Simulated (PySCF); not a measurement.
# BSe: from the state search to spectroscopic constants

One table from this session's results is given with a row withheld; the runs are named, their logs left out.

Program: PySCF 2.14.0. Level of theory: B 6-31G(d,p), Se 6-31G(d,p), no relativity. These are calculated values, not measurements.

The first run:

The job is set up so:

```yaml
atoms: B, Se
charge: 0
basis: B 6-31G(d,p), Se 6-31G(d,p)
Hamiltonian: no relativity
basis_functions: 46
electrons_treated: 39
masses_in_u: 11.0093, 79.9165
levels: PBE0, PBE, r²SCAN, MN15, revPBE, BP86, HSE06, HF, MP2, SCS-MP2, CCSD, CCSD(T)
grid: 80 radial by 434 angular points
occupations: held fixed by the projection of orbital angular momentum
dissociation_limit: B + Se, each in its ground configuration
starting_distance_in_angstrom: 1.930
values_of_2S_to_try: 1, 3
```

Run with:

```
$ OMP_NUM_THREADS=1 python dia.py task.json out
```

Steps of the session up to this table: Input; The PBE0 curve of the state that the search chose; Higher solutions at PBE0; PBE; r²SCAN (meta-GGA); MN15 (hybrid meta-GGA); revPBE (GGA); BP86; HSE06 (range-separated hybrid); ROHF (mean field); MP2 and coupled cluster.

One table of the session follows, with a row left open; its other results are not shown here.

Energy (eV) from each level's lowest point:

| R (Å) | ROHF | ROHF-MP2 | ROHF-SCS-MP2 | ROHF-CCSD | ROHF-CCSD(T) |
| --- | --- | --- | --- | --- | --- |
| 1.506 | 1.476 | 1.585 | 1.592 | n/a | n/a |
| 1.576 | 0.632 | 0.713 | 0.718 | 0.721 | 0.772 |
| 1.646 | 0.174 | 0.224 | 0.228 | 0.230 | 0.262 |
| 1.698 | ? | ? | ? | ? | ? |
| 1.751 | 0.000 | 0.000 | 0.000 | 0.000 | 0.000 |
| 1.804 | 0.075 | 0.051 | 0.049 | 0.046 | 0.029 |
| 1.874 | 0.289 | 0.238 | 0.230 | 0.220 | 0.181 |
| 1.961 | 0.676 | 0.607 | 0.588 | 0.559 | 0.494 |
| 2.066 | 1.228 | 1.174 | 1.136 | 1.062 | 0.972 |
| 2.206 | 1.975 | 2.028 | 1.947 | n/a | n/a |

Q: Estimate the row for R (Å) = 1.698 from the others.

Worked estimate for «ROHF». A straight line through the neighbours (1.646, 0.174) and (1.751, 0.000) gives 0.174 + (0.000 − 0.174) × (1.698 − 1.646) / (1.751 − 1.646) = 0.088; a parabola fitted to 4 rows on both sides gives 0.019.

As computed: ROHF: 0.024; ROHF-MP2: 0.048; ROHF-SCS-MP2: 0.051; ROHF-CCSD: 0.052; ROHF-CCSD(T): 0.068. In «ROHF» the line misses by +0.064 and the parabola by -0.005.

State 2 has its PBE0 minimum 1.73 eV higher. State 3 has its PBE0 minimum 3.17 eV higher. The other levels ran on the lowest alone.
